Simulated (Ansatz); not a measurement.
Write a Python script for Ansatz 0.2.0 through its Python package that makes a surface slab of TiAl, space group P-6m2. Use (first run): PBEsol, PAW, the default cutoff (420 eV here), 7×7×1 k-points, Gaussian smearing of 0.02 eV.

```
Ti Al
1.0
     2.86726    0.00000    0.00000
    -1.43363    2.48312    0.00000
     0.00000    0.00000    4.67808
Ti Al
1 1
Direct
  0.00000 0.00000 0.00000
  0.33333 0.66667 0.50000
```

`slab.py`
```python
"""Slab calculation for TiAl."""

import ansatz
from ase import Atoms
from ase.build import surface
from ase.constraints import FixAtoms
import numpy as np

atoms = Atoms(
    ["Ti", "Al"],
    scaled_positions=[
        (0.0, 0.0, 0.0),
        (1 / 3, 2 / 3, 0.5),
    ],
    cell=[
        (2.867262, 0.0, 0.0),
        (-1.433631, 2.483122, 0.0),
        (0.0, 0.0, 4.678083),
    ],
    pbc=True,
)
# Miller indices count the vectors of the cell as typed
slab = surface(atoms, (0, 0, 1), 2, vacuum=8.0)
slab.pbc = True

print(slab.get_chemical_formula(), "area {:.3f} A^2, cell height {:.2f} A".format(np.linalg.norm(np.cross(slab.cell[0], slab.cell[1])), slab.cell[2, 2]))
# hold the lower half
slab.set_constraint(FixAtoms(mask=slab.positions[:, 2] < slab.positions[:, 2].mean()))


def common(structure):
    return (
        ansatz.Crystal.from_ase(structure).calculation()
        .functional("pbesol")
        .occupations("Gaussian", width=0.02)
    )


job = (
    common(slab)
    .kpoints(7, 7, 1)
    .electric_field(axis=3, dipole_correction=True)
    .relax(force_tolerance=0.03, max_steps=30)
)
out = job.run(threads=1, backend="cpu")
data = out.report

print(f"slab free energy {data['free_energy_ev']:.4f} eV, Fermi level {data['fermi_energy_ev']:.3f} eV")
for key, value in data["work_function"].items():
    if isinstance(value, float):
        print(f"{key:34s} {value:12.5f}")

# two faces, so half the excess energy for each
bulk = common(atoms).kpoints(9, 9, 5).run(threads=1, backend="cpu").report
excess = data["free_energy_ev"] - bulk["free_energy_ev"] * len(slab) / len(atoms)
area = np.linalg.norm(np.cross(slab.cell[0], slab.cell[1]))
print(f"mean surface energy {excess / (2 * area) * 16.02177:.3f} J/m^2 ({1000 * excess / (2 * area):.1f} meV/A^2)")

print("atom   z before  z after (A)")
for atom, site in zip(slab, out.lattice.sites):
    print(f"{atom.symbol:3s} {atom.z:9.3f} {site.position_ang[2]:9.3f}")
```

```console
$ python slab.py
Al2Ti2 area 7.120 A^2, cell height 23.02 A
DeckWarning: basis.ecutwfc = 420 eV, auto-derived from the records' recommended cutoffs: set by Ti (normal level)
slab free energy -5996.1320 eV, Fermi level 1.665 eV
ramp_position                           0.95000
ramp_width                              0.10000
amplitude_v_ang                         0.00000
dipole_field_v_ang                     -0.01260
dipole_moment_e_ang                    -0.01141
phi_plus_ev                             4.66632
phi_minus_ev                            4.37626
vacuum_level_plus_ev                    6.33117
vacuum_level_minus_ev                   6.04112
flatness_plus_ev_ang                    0.00007
flatness_minus_ev_ang                   0.00017
ramp_density_extremum_e_ang3            0.00000
ramp_density_minimum_e_ang3            -0.00000
ramp_density_bound_e_ang3               0.00001
ramp_density_effective_e_ang3           0.00000
plane_spacing_ang                       0.14386
mean surface energy 1.959 J/m^2 (122.3 meV/A^2)
atom   z before  z after (A)
Ti      8.000     8.000
Al     10.339    10.339
Ti     12.678    12.594
Al     15.017    14.865
```
(Warnings from the package without file and line.)

Reading the output:
- The settings weren't tested for convergence.
- The mesh is modest for a metal, so energies can be off by several to tens of meV an atom and pressures by half a GPa or more; differences at equal mesh fare better.
- Only differences from the Fermi energy are physical; the zero of the scale is a convention.
- This cell is a computed structure, which may not be the phase found in nature.
- The slab is thin and cut from the structure as given; a cut can leave two unlike or polar faces, and the surface energy is then their mean. Miller indices refer to the vectors of the cell as typed, and the lattice isn't relaxed for this functional, so relaxation and surface energy can hold strain.
- The whole script took 8.6 s on 1 thread of Arm Neoverse V2, on a shared host, peak memory 0.45 GiB.

(Lines on the test bed's own set-up are left out of the output.)
